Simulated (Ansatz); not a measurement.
# SrO: the cost of one run

Program: Ansatz 0.2.0. Level of theory: DFT r2SCAN, scalar-relativistic, plane waves, PAW. These are calculated values, not measurements.

The COD entry's cell or inner coordinates are ideal or old and differ from later refinements, so a difference from it is no clean test against experiment.

1 further run of the same task is left out (set aside as unsound or not needed).

### Step 1. The system as given

Symmetry: Fm-3m, No. 225, cubic system. The conventional cell has a = 5.161 Å, b = 5.161 Å, c = 5.161 Å, α = 90.00°, β = 90.00°, γ = 90.00°. Sr (site symmetry m-3m) has 6 O at 2.58 Å as nearest neighbours. O (site symmetry m-3m) is surrounded by 6 Sr at 2.58 Å.

Structure file:

```cif
data_structure
_symmetry_space_group_name_H-M 'Fm-3m'
_symmetry_Int_Tables_number 225
_cell_length_a 5.1606
_cell_length_b 5.1606
_cell_length_c 5.1606
_cell_angle_alpha 90.000
_cell_angle_beta 90.000
_cell_angle_gamma 90.000
_cell_volume 137.44
loop_
_atom_site_label
_atom_site_type_symbol
_atom_site_symmetry_multiplicity
_atom_site_Wyckoff_symbol
_atom_site_fract_x
_atom_site_fract_y
_atom_site_fract_z
_atom_site_occupancy
Sr1 Sr 4 b 0.50000 0.00000 0.00000 1
O1 O 4 a 0.00000 0.00000 0.00000 1
```

It is the result of an earlier relaxation at this level (volume 17.18 Å³/atom; gap on the mesh: 3.80 eV).

### Step 2. Electronic structure at the relaxed geometry

The input, input.yaml:

```yaml
crystal:
  lattice:
    - [0.0, 2.5803128232, 2.5803128232]
    - [2.5803128232, 0.0, 2.5803128232]
    - [2.5803128232, 2.5803128232, 0.0]
  atoms:
    - { symbol: Sr, position: [0.5, 0.5, 0.5] }
    - { symbol: O, position: [0.0, 0.0, 0.0] }
basis:
  ecutwfc: 500
kpoints:
  mp_grid: { grid: [8, 8, 8] }
  band_path:
    path:
      - [[0.0, 0.0, 0.0], [0.5, 0.0, 0.5], [0.625, 0.25, 0.625]]
      - [[0.375, 0.375, 0.75], [0.0, 0.0, 0.0], [0.5, 0.5, 0.5], [0.5, 0.25, 0.75], [0.5, 0.0, 0.5]]
    npoints: 14
hamiltonian:
  xc: r2scan
scf:
  occupations: { method: gaussian, width: 0.02 }
  n_extra_bands: 6
output:
  forces: true
  stress: true
  eigenvalues: true
  populations: true
  dos: { projected: true, de: 0.02, nscf_kmesh: { grid: [12, 12, 12] } }
  bader: true
```

Run with:

```
$ ansatz run input.yaml --threads 1 --pin off --max-ram 2560MiB --backend cpu --events-out ev --progress --plain --runs-dir out
```

**Question.** How long does this run take on 1 thread of Arm Neoverse V1, shared host, and how much memory does it need?

About 13 s, with a peak of 0.37 GiB.
